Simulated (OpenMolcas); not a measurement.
# Ni²⁺: CASSCF and CASPT2 terms and fine-structure levels

Wanted: the level scheme of Ni²⁺ from active-space wave functions, then second-order correlation under several settings.

Program: OpenMolcas 26.06. Level of theory: state-averaged CASSCF and CASPT2, spin-orbit coupling by RASSI with atomic mean-field integrals. These are calculated values, not measurements, unless marked.

## (1) Starting point

* Species: Ni²⁺ (nickel, Z = 28, 26 electrons)
* Basis: ANO-R3 [7s5p5d3f2g1h], 97 functions
* Scalar Hamiltonian: X2C, finite nucleus
* Inactive shells: 1s 2s 2p 3s 3p
* Active space: 8 electrons in 5 orbitals (3d)
* Some configurations of this space: 3d8
* Orbitals: optimised for each spin and parity, averaged over the low roots

Outer shells as boxes (Hund's rule):

3d8
```
3d [↑↓][↑↓][↑↓][↑ ][↑ ]
```

Each step is its own input file, run in one work folder so that later steps find the files of earlier ones. Labels, J, g values, rates, χT and fits are worked out afterwards by a script from the matrices that RASSI stores.

## (2) One- and two-electron integrals

Input file a.inp:

```
&GATEWAY
Coord
1

Ni 0.0 0.0 0.0
Basis=ANO-R3
Group=XYZ
NoMove
AngMom=0.0 0.0 0.0
AMFI
&SEWARD
```

The run is started by

```bash
> OMP_NUM_THREADS=1 MOLCAS_MEM=2252 MOLCAS_PROJECT=a pymolcas a.inp > a.log
```

## (3) Reference wave functions, triplets of even parity, 10 roots

Input file a.inp:

```
&RASSCF
FileOrb=start.orb
Symmetry=1
Spin=3
nActEl=8 0 0
Inactive=3 6
Ras2=5 0
CIRoot=10 10 1
SDav=10
CIMx=300
Iter=120 100
PrWF=0.3
OrbListing=Nothing
MaxOrb=0
Atom
>>> COPY $Project.JobIph JOB001
```

start.orb holds the contracted functions of the basis, ordered by shell, or the orbitals of the step before.

## (4) CASSCF: singlets of even parity, 15 roots

Input file a.inp:

```
&RASSCF
FileOrb=start.orb
Symmetry=1
Spin=1
nActEl=8 0 0
Inactive=3 6
Ras2=5 0
CIRoot=15 15 1
SDav=15
CIMx=300
Iter=120 100
PrWF=0.3
OrbListing=Nothing
MaxOrb=0
Atom
>>> COPY $Project.JobIph JOB002
```

## (5) RASSI: spin-orbit coupling between the states

Input file a.inp:

```
&RASSI
NrOfJobIphs=2 10 15
1 2 3 4 5 6 7 8 9 10
1 2 3 4 5 6 7 8 9 10 11 12 13 14 15
IphNames
JOB001
JOB002
EJob
SpinOrbit
DIPRint=1.0
SOCoupling=1000.0
Subsets=2
MEES
Property=10
'ANGMOM' 1 'ANGMOM' 2 'ANGMOM' 3 'MLTPL  1' 1 'MLTPL  1' 2 'MLTPL  1' 3
'AMFI' 1 'AMFI' 2 'AMFI' 3 'MLTPL  2' 6
SOProperty=3
'ANGMOM' 1 'ANGMOM' 2 'ANGMOM' 3
```

## (6) CASPT2: IPEA 0.15, imaginary shift 0.2 (closed shells correlated: 3s 3p), extended multistate

Input file a.inp:

```
>>> COPY JOB001 $Project.JobIph
&CASPT2
XMultistate=10 1 2 3 4 5 6 7 8 9 10
Frozen=2 3
IPEA=0.15
Imaginary=0.2
MaxIter=60
WThr=0.0 0.3 0.05
PrWF=0.5
NoMix
>>> COPY JOB002 $Project.JobIph
&CASPT2
XMultistate=15 1 2 3 4 5 6 7 8 9 10 11 12 13 14 15
Frozen=2 3
IPEA=0.15
Imaginary=0.2
MaxIter=60
WThr=0.0 0.3 0.05
PrWF=0.5
NoMix
```

## (7) CASPT2: IPEA 0.6, sigma1 regulariser 0.25 (closed shells correlated: 2s 2p 3s 3p)

Input file a.inp:

```
>>> COPY JOB001 $Project.JobIph
&CASPT2
Multistate=10 1 2 3 4 5 6 7 8 9 10
NoMult
Frozen=1 0
IPEA=0.6
Sig1=0.25
MaxIter=60
WThr=0.0 0.3 0.05
PrWF=0.5
NoMix
>>> COPY JOB002 $Project.JobIph
&CASPT2
Multistate=15 1 2 3 4 5 6 7 8 9 10 11 12 13 14 15
NoMult
Frozen=1 0
IPEA=0.6
Sig1=0.25
MaxIter=60
WThr=0.0 0.3 0.05
PrWF=0.5
NoMix
```

## (8) CASPT2: IPEA 0.4, sigma2 regulariser 0.5 (closed shells correlated: 2s 2p 3s 3p)

Input file a.inp:

```
>>> COPY JOB001 $Project.JobIph
&CASPT2
Multistate=10 1 2 3 4 5 6 7 8 9 10
Frozen=1 0
IPEA=0.4
Sig2=0.5
MaxIter=60
WThr=0.0 0.3 0.05
PrWF=0.5
NoMix
>>> COPY JOB002 $Project.JobIph
&CASPT2
Multistate=15 1 2 3 4 5 6 7 8 9 10 11 12 13 14 15
Frozen=1 0
IPEA=0.4
Sig2=0.5
MaxIter=60
WThr=0.0 0.3 0.05
PrWF=0.5
NoMix
```

(Steps that only read results are left out.)

What does the calculation give? Wanted: lowest level; first excited level; lowest level of another term; spin-orbit lowering of the lowest level; strongest of the lines computed, by gA.

The runs gave:

```
                                                                                   quantity                                                                         value
                                                                                     method  XMS-CASPT2, IPEA 0.15, imaginary shift 0.2 (closed shells correlated: 3s 3p)
                                                                               lowest level                                        3d8 3F4, 100 % of that term, g = 1.250
                                                                ground level listed by NIST                                                                           3F4
                                                                        first excited level                                                          3d8 3F3 at 1360 cm-1
                                                               lowest level of another term                                                         3d8 1D2 at 13840 cm-1
                                                    spin-orbit lowering of the lowest level                                                                     1025 cm-1
strongest of the lines computed, by gA (one parity, so forbidden lines), at CASSCF energies                                 3d8 1S0 → 3d8 1D2, 213.3 nm, A = 3.59e+01 s⁻¹
```

What each method costs and misses:

| method | time of its own steps | time with the reference | mean absolute difference from the measured levels (cm-1) |
| --- | --- | --- | --- |
| A. CASSCF | 12 s | 12 s | 3800 |
| B. XMS-CASPT2, IPEA 0.15, imaginary shift 0.2, +3s 3p | 5.2 s | 17 s | 130 |
| C. SS-CASPT2, IPEA 0.6, sigma1 regulariser 0.25, +2s 2p 3s 3p | 10 s | 22 s | 350 |
| D. SS-CASPT2, IPEA 0.4, sigma2 regulariser 0.5, +2s 2p 3s 3p | 12 s | 23 s | 300 |

Times are of one thread on a shared host.

The multiplet 3F is inverted; its intervals divided by the larger J differ by 11 % of their mean, where Landé's rule for pure LS coupling makes them equal. Second-order correlation (method B) scales the levels of the lowest configuration above 5000 cm⁻¹ by 0.81 to 0.87. Method B lies closest to the measured levels (130 cm⁻¹ on average) and A farthest (3800). Only the configurations of the active space and the roots asked for are present. CASPT2 does not keep the components of a term degenerate, and the means are used. Only valence configurations of the active space appear, up to the ionisation limit; * or ° marks odd parity.
